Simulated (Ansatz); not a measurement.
# AsH+ (quartet): from Hartree-Fock to the top rungs at distance As1–H2 = 2.019 Å, cc-pVTZ

Aim: climb from Hartree-Fock through coupled cluster and multireference methods for AsH+ (quartet) at one geometry and basis, and see what each rung misses.

Computed with Ansatz 0.2.0, Gaussian basis. Level: cc-pVTZ, core rule «outside noble gas», up to 14 orbitals frozen.

Plan: UHF; CCSD(T) on ROHF; CCSD(T) on UHF; BCCD(T) on ROHF; CISD; CCSDT(Q) on ROHF; CCSDT(Q) on UHF; CASSCF and MRCISD+Q, 5 electrons in 5 orbitals; CASSCF and NEVPT2, 5 electrons in 5 orbitals; Full CI.

26 further runs of the same task are left out: 1 for a mislabelled method, 21 that didn't finish, 4 set aside as unsound or not needed.

### Step 1. The system

The geometry derives from a PBE0/def2-TZVP stationary point (not a proven minimum). One bond is set to the value named and the two fragments are kept rigid. No spin-orbit coupling is included. The filled d shell of As may be among the frozen orbitals whatever the setting's name suggests; the logs give the count.

2 atoms, charge 1, spin multiplicity 4.

Atoms are counted from 1 here; the program's logs count them from 0.

No contacts short enough for the rule that draws bonds.

### Step 2. UHF

Contents of in.yaml:

```yaml
crystal:
  periodic: [false, false, false]
  atoms:
    - {symbol: As, position_ang: [0.000000, 0.000000, 0.000000]}
    - {symbol: H, position_ang: [0.000000, 0.000000, 2.019000]}
basis:
  gaussian: {orbitals: cc-pVTZ}
total_charge: 1
magnetization: {spin_polarized: true, initial_magnetization: 3}
hamiltonian: {xc: hf}
output: {orbitals: {seedname: orbitals}}
```

Started as:

```
$ ansatz run in.yaml --threads 1 --pin off --events-out ev --progress --plain --max-ram 2393MiB
```

Further steps of the session: CCSD(T) on ROHF; CCSD(T) on UHF; BCCD(T) on ROHF; CISD; CCSDT(Q) on ROHF; CCSDT(Q) on UHF; CASSCF and MRCISD+Q, 5 electrons in 5 orbitals; CASSCF and NEVPT2, 5 electrons in 5 orbitals; Full CI.

Before running them: what should the planned runs give, taken together? Wanted: FCI below the RHF energy; RMP2 from FCI; UMP2 from FCI; RCCSD from FCI; RCCSD(T) from FCI; UCCSD(T) from FCI; RCCSDT(Q) from FCI; UCCSDT(Q) from FCI; NEVPT2 valence from FCI.

The runs gave:

| quantity | value |
| --- | --- |
| FCI below the RHF energy | -2.3878 eV |
| RMP2 from FCI | +561.4 meV |
| UMP2 from FCI | +551.8 meV |
| RCCSD from FCI | +87.7 meV |
| RCCSD(T) from FCI | +19.1 meV |
| UCCSD(T) from FCI | +3.4 meV |
| RCCSDT(Q) from FCI | +0.1 meV |
| UCCSDT(Q) from FCI | -15.7 meV |
| NEVPT2 valence from FCI | +415.0 meV |
| MRCISD+Q valence from FCI | +11.1 meV |
| levels within 1 kcal/mol (43 meV) | RCCSD(T), UCCSD(T), BCCD(T), RCCSDT, UCCSDT, RCCSDT(Q), UCCSDT(Q), MRCISD+Q valence |
| T1 diagnostic | 0.031 |
| effectively unpaired electrons | 3.02 |

**Reading.** RCCSD(T) misses by +19.1 meV, 0.8 % of the correlation energy. UCCSDT, UCCSDT(Q) fall below full CI: unrestricted runs freeze a spin-polarised core, another one than full CI's, and coupled cluster isn't variational. One determinant dominates. Of the multireference levels listed MRCISD+Q valence comes nearest in total energy (+11.1 meV), which doesn't show that its space is the better one. These misses are within one basis, not against nature; the frozen cores of restricted and unrestricted runs differ, which can shift their rows.
